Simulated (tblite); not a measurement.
# C3H9AlO3: the cost of one run

Computed with tblite 0.8.0 and PySCF 2.14.0, with density-fitted response routines of our own, on a single molecule in the gas phase. Atoms count from 0, in the outputs and in this text.

### 1 Starting geometry

16 atoms, charge 0, multiplicity 1; geometry from: force field or distance geometry start.

Bonds of the start (Å): C0–O1 1.42, O1–Al2 1.87, O1–C3 1.42, C3–O4 1.42, O4–C5 1.39, C5–O6 1.26, C0–H7 1.12, C0–H8 1.12, C0–H9 1.10, Al2–H10 1.59, Al2–H11 1.61, Al2–H12 1.59, C3–H13 1.12, C3–H14 1.13, C5–H15 1.08.

### 2 Geometry optimisation with GFN2-xTB

The job: settings as JSON, then the geometry in Å.

```
{"job": {"kind": "relax", "xc": "GFN2-xTB", "basis": "xTB"}, "charge": 0, "multiplicity": 1}
C     -0.519700     1.578300     0.001900
O     -0.517100     0.301600    -0.614900
Al    -2.184600    -0.502800    -0.363800
C      0.481900    -0.502500     0.004800
O      1.780300    -0.018100    -0.304400
C      2.949100    -0.615200     0.152500
O      2.915000    -1.630100     0.892200
H     -1.286000     2.234600    -0.476900
H     -0.728500     1.534800     1.099900
H      0.438000     2.099400    -0.149900
H     -2.485700    -0.686700     1.191200
H     -3.325300     0.427700    -1.008600
H     -2.219400    -1.924400    -1.074700
H      0.425900    -1.555300    -0.374300
H      0.360200    -0.537600     1.125600
H      3.908400    -0.194700    -0.111900
```

Run with:

```sh
$ OMP_NUM_THREADS=1 python probes_run.py task.json out
```

One launch serves the whole session: the jobs run in the order shown.

Q: Estimate the wall time and peak memory of this first job on 1 thread of AMD EPYC 7R43, shared host.

About 2 s, with a peak of 0.18 GiB.
